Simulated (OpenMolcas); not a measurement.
# Pd⁵⁺ among point charges: CASSCF and CASPT2 levels and susceptibility

Aim: the splitting of the states of Pd⁵⁺ in the field of 3 point charges, its lowest levels with spin-orbit coupling and its magnetic susceptibility.

The numbers are computed with OpenMolcas 26.06 (state-averaged CASSCF and CASPT2, spin-orbit coupling by RASSI with atomic mean-field integrals), except any that are marked as measured or tabulated.

### Step 1. Starting point

| Item | Value |
| --- | --- |
| Species | Pd⁵⁺ (palladium, Z = 46, 41 electrons) |
| Basis | ANO-RCC-VTZP [7s6p4d2f1g], 68 functions |
| Scalar Hamiltonian | DKH2, point nucleus |
| Inactive shells | 1s 2s 2p 3s 3p 3d 4s 4p |
| Active space | 5 electrons in 5 orbitals (4d) |
| Some configurations of this space | 4d⁵ |
| Orbitals | optimised for each spin and parity, averaged over all roots |

Outer shells as boxes (Hund's rule):

4d5
```
4d [↑ ][↑ ][↑ ][↑ ][↑ ]
```

The ion sits among 3 point charges of -2.5 e arranged as a planar triangle (D3h), 2.48 Å from the ion.

Each step is its own input file, run in one work folder so that later steps find the files of earlier ones. Labels, J, g values, rates, χT and fits are worked out afterwards by a script from the matrices that RASSI stores.

### Step 2. GATEWAY and SEWARD: basis and integrals

a.inp reads:

```
&GATEWAY
Coord
1

Pd 0.0 0.0 0.0
Basis=ANO-RCC-VTZP
Group=NoSym
NoMove
AngMom=0.0 0.0 0.0
AMFI
XField
3 Angstrom 0
2.480000 0.000000 0.000000 -2.500000
-1.240000 2.147743 0.000000 -2.500000
-1.240000 -2.147743 0.000000 -2.500000
&SEWARD
```

### Step 3. Reference wave functions, sextets, 1 root

a.inp reads:

```
&RASSCF
FileOrb=start.orb
Symmetry=1
Spin=6
nActEl=5 0 0
Inactive=18
Ras2=5
CIRoot=1 1 1
SDav=1
CIMx=300
Iter=120 100
PrWF=0.3
OrbListing=Nothing
MaxOrb=0
>>> COPY $Project.JobIph JOB001
```

start.orb holds the contracted functions of the basis, ordered by shell, or the orbitals of the step before.

### Step 4. CASSCF: quartets, 24 roots

a.inp reads:

```
&RASSCF
FileOrb=start.orb
Symmetry=1
Spin=4
nActEl=5 0 0
Inactive=18
Ras2=5
CIRoot=24 24 1
SDav=24
CIMx=300
Iter=120 100
PrWF=0.3
OrbListing=Nothing
MaxOrb=0
>>> COPY $Project.JobIph JOB002
```

### Step 5. Reference wave functions, doublets, 75 roots

a.inp reads:

```
&RASSCF
FileOrb=start.orb
Symmetry=1
Spin=2
nActEl=5 0 0
Inactive=18
Ras2=5
CIRoot=75 75 1
SDav=75
CIMx=300
Iter=120 100
PrWF=0.3
OrbListing=Nothing
MaxOrb=0
>>> COPY $Project.JobIph JOB003
```

### Step 6. State interaction with spin-orbit coupling

a.inp reads:

```
&RASSI
NrOfJobIphs=3 1 24 75
1
1 2 3 4 5 6 7 8 9 10 11 12 13 14 15 16 17 18 19 20 21 22 23 24
1 2 3 4 5 6 7 8 9 10 11 12 13 14 15 16 17 18 19 20 21 22 23 24 25 26 27
28 29 30 31 32 33 34 35 36 37 38 39 40 41 42 43 44 45 46 47 48 49 50 51
52 53 54 55 56 57 58 59 60 61 62 63 64 65 66 67 68 69 70 71 72 73 74 75
IphNames
JOB001
JOB002
JOB003
EJob
SpinOrbit
DIPRint=1.0
SOCoupling=1000.0
Subsets=2
Property=9
'ANGMOM' 1 'ANGMOM' 2 'ANGMOM' 3 'MLTPL  1' 1 'MLTPL  1' 2 'MLTPL  1' 3
'AMFI' 1 'AMFI' 2 'AMFI' 3
SOProperty=3
'ANGMOM' 1 'ANGMOM' 2 'ANGMOM' 3
```

### Step 7. CASPT2: IPEA 0.25, imaginary shift 0.1 (closed shells correlated: 4s 4p)

a.inp reads:

```
>>> COPY JOB001 $Project.JobIph
&CASPT2
Multistate=1 1
Frozen=14
IPEA=0.25
Imaginary=0.1
MaxIter=60
WThr=0.0 0.3 0.05
PrWF=0.5
NoMix
>>> COPY JOB002 $Project.JobIph
&CASPT2
Multistate=24 1 2 3 4 5 6 7 8 9 10 11 12 13 14 15 16 17 18 19 20 21 22
23 24
NoMult
Frozen=14
IPEA=0.25
Imaginary=0.1
MaxIter=60
WThr=0.0 0.3 0.05
PrWF=0.5
NoMix
>>> COPY JOB003 $Project.JobIph
&CASPT2
Multistate=75 1 2 3 4 5 6 7 8 9 10 11 12 13 14 15 16 17 18 19 20 21 22
23 24 25 26 27 28 29 30 31 32 33 34 35 36 37 38 39 40 41 42 43 44 45 46
47 48 49 50 51 52 53 54 55 56 57 58 59 60 61 62 63 64 65 66 67 68 69 70
71 72 73 74 75
NoMult
Frozen=14
IPEA=0.25
Imaginary=0.1
MaxIter=60
WThr=0.0 0.3 0.05
PrWF=0.5
NoMix
```

(Steps that only read results are left out.)

Q: Predict the outcome of this session. Wanted: spin-free ground state; lowest level; next level.

**Answer**, as computed:

| quantity | value |
| --- | --- |
| method | SS-CASPT2, IPEA 0.25, imaginary shift 0.1 (closed shells correlated: 4s 4p) |
| spin-free ground state | 6A1, 1-fold in its orbital part |
| lowest level | 2-fold E1/2, g = 1.99, 5.98, 5.98 |
| next level | 6.0 cm⁻¹ |
| χT at 300 K | 4.36 cm³ K/mol |
| effective moment at 300 K | 5.90 μB |

Cost by method:

```csv
method,time of its own steps,time with the reference
A. CASSCF,21 s,21 s
"B. SS-CASPT2, IPEA 0.25, imaginary shift 0.1, +4s 4p",19 s,41 s
```

Times are of one thread on a shared host.

**Reading.** The spin-free ground state (6A1) comes to 100 % from free-ion S terms and keeps the highest spin of the shell. χT at 300 K is 4.36, against 4.39 cm³ K/mol for the spin alone, as a half-filled shell (L = 0) has no orbital moment. An active space of the d shell alone favours high spin; real ions in strong fields can be low spin. CASPT2 does not keep the components of a term degenerate, and the means are used. The field of point charges can differ much from that of real complexes. With metal d orbitals alone active, the gaps between spin states are rough; where two lie within a few thousand cm-1, their order is open. Point charges carry no covalency, so the field is a model and not that of real ligands.
